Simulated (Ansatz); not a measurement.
# CH₄ClFOSn: basis-set convergence

The task here is to estimate one member of a computed series from the others.

Program: Ansatz 0.2.0, Gaussian basis. Level of theory: one geometry, several basis sets. These are calculated values, not measurements.

Levels to be run: PBE0-D4/def2-SVP; ωB97M-V/def2-SVP; PBE0-D4/def2-QZVPP; ωB97M-V/def2-QZVPP; the functionals' def2-TZVPP values are taken from earlier runs.

1 further run of the same task is left out (for a known fault of the program). Runs told in other sessions of the task aren't counted.

### The relaxed structure

The geometry comes from an earlier relaxation with PBE0-D4 in a triple-zeta def2 set; it is a stationary point, not always the lowest conformer. Sn takes the def2 core potential; no spin-orbit term is included.

SMILES `[OH][SnH]([Cl])[CH2]F`, 9 atoms, charge 0, spin multiplicity 1.

Atoms are counted from 1 here; the program's logs count them from 0.

Bond lengths: O1–Sn2 1.956 Å, O1–H6 0.960 Å, Sn2–Cl3 2.336 Å, Sn2–C4 2.155 Å, Sn2–H7 1.702 Å, C4–F5 1.381 Å, C4–H8 1.092 Å, C4–H9 1.092 Å. Angles: Sn2–O1–H6 114.2°, O1–Sn2–Cl3 105.9°, O1–Sn2–C4 104.0°, O1–Sn2–H7 111.6°, Cl3–Sn2–C4 109.2°, Cl3–Sn2–H7 107.0°, C4–Sn2–H7 118.5°, Sn2–C4–F5 110.2°, Sn2–C4–H8 108.6°, Sn2–C4–H9 109.8°, F5–C4–H8 109.2°, F5–C4–H9 109.2°, H8–C4–H9 109.9°.

As a file:

```
O     0.6938    1.8802   -0.3715
Sn    0.7630   -0.0399   -0.0068
Cl    1.5087   -0.2477    2.1968
C    -1.2966   -0.6646   -0.1184
F    -1.4412   -1.6660   -1.0578
H     1.4835    2.3594   -0.1092
H     1.9056   -0.8252   -0.9941
H    -1.9058    0.1938   -0.4112
H    -1.6228   -1.0362    0.8550
```

The first run:

in.yaml

```yaml
crystal:
  periodic: [false, false, false]
  atoms:
    - {symbol: O, position_ang: [0.693813, 1.880232, -0.371536]}
    - {symbol: Sn, position_ang: [0.763027, -0.039866, -0.006834]}
    - {symbol: Cl, position_ang: [1.508749, -0.247735, 2.196838]}
    - {symbol: C, position_ang: [-1.296633, -0.664560, -0.118413]}
    - {symbol: F, position_ang: [-1.441192, -1.665968, -1.057775]}
    - {symbol: H, position_ang: [1.483485, 2.359437, -0.109170]}
    - {symbol: H, position_ang: [1.905634, -0.825233, -0.994139]}
    - {symbol: H, position_ang: [-1.905774, 0.193795, -0.411167]}
    - {symbol: H, position_ang: [-1.622806, -1.036202, 0.854998]}
basis:
  gaussian: {orbitals: def2-SVP}
hamiltonian: {xc: pbe0, dispersion: d4}
output: {orbitals: {seedname: orbitals}}
```

Launch:

```bash
$ ansatz run in.yaml --threads 4 --pin off --events-out ev --progress --plain --max-ram 10444MiB
```

Steps of the session up to this table: PBE0-D4 in def2-SVP; ωB97M-V in def2-SVP; PBE0-D4 in def2-QZVPP; ωB97M-V in def2-QZVPP.

One table of the session follows, with a row left open; its other results are not shown here.

It belongs to the step «Density functionals: the series». 

| functional | basis | HOMO (eV) |
| --- | --- | --- |
| PBE0-D4 | def2-SVP | -8.25 |
| PBE0-D4 | def2-TZVPP | -8.42 |
| PBE0-D4 | def2-QZVPP | -8.46 |
| ωB97M-V | def2-SVP | ? |
| ωB97M-V | def2-TZVPP | -10.63 |
| ωB97M-V | def2-QZVPP | -10.68 |

Estimate the missing values for ωB97M-V, def2-SVP.

The run gave: HOMO (eV): -10.43. In the column «HOMO (eV)» it lies between ωB97M-V, def2-TZVPP (-10.63) and PBE0-D4, def2-QZVPP (-8.46).
